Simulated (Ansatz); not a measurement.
Crystal: HfIn4SiO6.

```
Hf In Si O
1.0
     2.71585   -4.70357    0.00833
     2.71585    4.70357    0.00833
    -1.87915    0.00000    7.40127
Hf In Si O
1 4 1 6
Direct
  0.78835 0.21165 0.00000
  0.62175 0.37825 0.50000
  0.45502 0.54498 0.00000
  0.28407 0.71593 0.50000
  0.95814 0.04186 0.50000
  0.12168 0.87832 0.00000
  0.06219 0.11415 0.86666
  0.88585 0.93781 0.13334
  0.79490 0.53784 0.86663
  0.46216 0.20510 0.13337
  0.15352 0.62879 0.13333
  0.37121 0.84648 0.86667
```

The cell was built by a generator and needn't be a form met in nature.

| Item | Value |
| --- | --- |
| Program | Ansatz 0.2.0 |
| Task | relaxation of cell and atoms |
| Functional | r2SCAN |
| Dispersion | rVV10 |
| Potentials or basis | Ansatz PAW |
| Cutoff | 500 eV (not typed: the program's choice for these potentials) |
| k mesh | 4 × 4 × 3 |
| Occupations | fermi-dirac, width 0.05 eV |
| Spin | no spin polarisation |

At the start: volume 15.77 Å³/atom.

Q: Where does the relaxation end?

A: It ends after 7 steps and the volume is 14.89 Å³/atom (-5.6 %); space group C2 (No. 5, to 0.05 Å).

Step by step:
```csv
step,energy change (eV),largest force (eV/Å),volume (Å³)
1,0.0000,0.2928,189.24
2,-0.0992,0.5233,173.90
3,-0.1749,0.2305,179.40
4,-0.1831,0.0546,179.16
5,-0.1841,0.0166,178.71
6,-0.1841,0.0047,178.71
7,-0.1805,0.0046,178.71
```

Final structure:
```xyz
12
Lattice="2.6774 -4.6374 0.0092 2.6774 4.6374 0.0092 -1.8495 0.0000 7.1903" Properties=species:S:1:pos:R:3 pbc="T T T"
Hf    2.6774   -2.6735    0.0092
In    1.7526   -1.1243    3.6044
In    2.6774    0.4184    0.0092
In    1.7526    1.9896    3.6044
In    1.7526   -4.2473    3.6044
Si    2.6774    3.5097    0.0092
O    -1.1275    0.2365    6.2149
O     4.6327    0.2365    0.9939
O     1.9678   -1.1869    6.2259
O     1.5374   -1.1869    0.9829
O     1.8526    2.2050    0.9835
O     1.6527    2.2050    6.2253
```

Caveat: the plane-wave basis is chosen anew once the cell has moved, so the energies of steps on either side of that aren't comparable; the PAW data sets come from PBE, with cores solved anew for the run's functional, which leaves a small shift of forces and pressure.
